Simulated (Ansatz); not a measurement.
# LiSb7: the cost of one run

Computed with Ansatz 0.2.0 (DFT PBE, scalar-relativistic, plane waves, PAW, unless a step's input says otherwise).

## 1. The system as given

Symmetry: P-6m2, No. 187, hexagonal system. The conventional cell has a = 7.315 Å, b = 7.315 Å, c = 5.830 Å, α = 90.00°, β = 90.00°, γ = 120.00°. Li (site symmetry -6m2) is surrounded by 12 Sb at 3.62 to 3.66 Å. Sb (site symmetry mm2) is surrounded by 10 Sb at 3.59 to 3.67 Å and 2 Li at 3.66 Å. Sb (site symmetry mm2) has 10 Sb at 3.59 to 3.72 Å and 2 Li at 3.62 Å as nearest neighbours. Sb (site symmetry -6m2) has 12 Sb at 3.60 to 3.66 Å as nearest neighbours.

Coordinates:

```cif
data_structure
_symmetry_space_group_name_H-M 'P 1'
_symmetry_Int_Tables_number 1
_cell_length_a 7.3146
_cell_length_b 7.3146
_cell_length_c 5.8303
_cell_angle_alpha 90.000
_cell_angle_beta 90.000
_cell_angle_gamma 120.000
_cell_volume 270.15
loop_
_atom_site_label
_atom_site_type_symbol
_atom_site_fract_x
_atom_site_fract_y
_atom_site_fract_z
_atom_site_occupancy
Li1 Li 0.00000 0.00000 0.00000 1
Sb1 Sb 0.49963 0.99926 0.00000 1
Sb2 Sb 0.49963 0.50037 0.00000 1
Sb3 Sb 0.00074 0.50037 0.00000 1
Sb4 Sb 0.33925 0.16963 0.50000 1
Sb5 Sb 0.83037 0.16963 0.50000 1
Sb6 Sb 0.83037 0.66075 0.50000 1
Sb7 Sb 0.33333 0.66667 0.50000 1
```

Recipe of the guess: species swapped into a database cell of Mg7Sn (P-6m2, No. 187), with Sb on the Mg sites and Li on the Sn sites. Its size is a rough estimate.

## 2. A first look at the guess

File input.yaml:

```yaml
crystal:
  lattice:
    - [7.31460977, 0.0, 0.0]
    - [-3.65730489, 6.33463788, 0.0]
    - [0.0, 0.0, 5.83025249]
  atoms:
    - { symbol: Li, position: [0.0, 0.0, 0.0] }
    - { symbol: Sb, position: [0.49962774, 0.99925548, 0.0] }
    - { symbol: Sb, position: [0.49962774, 0.50037226, 0.0] }
    - { symbol: Sb, position: [0.00074452, 0.50037226, 0.0] }
    - { symbol: Sb, position: [0.33925226, 0.16962613, 0.5] }
    - { symbol: Sb, position: [0.83037387, 0.16962613, 0.5] }
    - { symbol: Sb, position: [0.83037387, 0.66074774, 0.5] }
    - { symbol: Sb, position: [0.33333333, 0.66666667, 0.5] }
basis:
  ecutwfc: 420
kpoints:
  mp_grid: { grid: [3, 3, 4] }
hamiltonian:
  xc: pbe
scf:
  occupations: { method: gaussian, width: 0.1 }
  lower_state_search: "off"
output:
  forces: true
  stress: true
  eigenvalues: true
```

Started as:

```
$ ansatz run input.yaml --threads 1 --pin off --max-ram 2560MiB --backend cpu --events-out ev --progress --plain --runs-dir out
```

**Question.** How long does this run take on 1 thread of Intel Xeon Platinum 8259CL at 2.50GHz (Skylake/Cascade Lake), shared host, and how much memory does it need?

About 9.6 s, with a peak of 0.58 GiB.
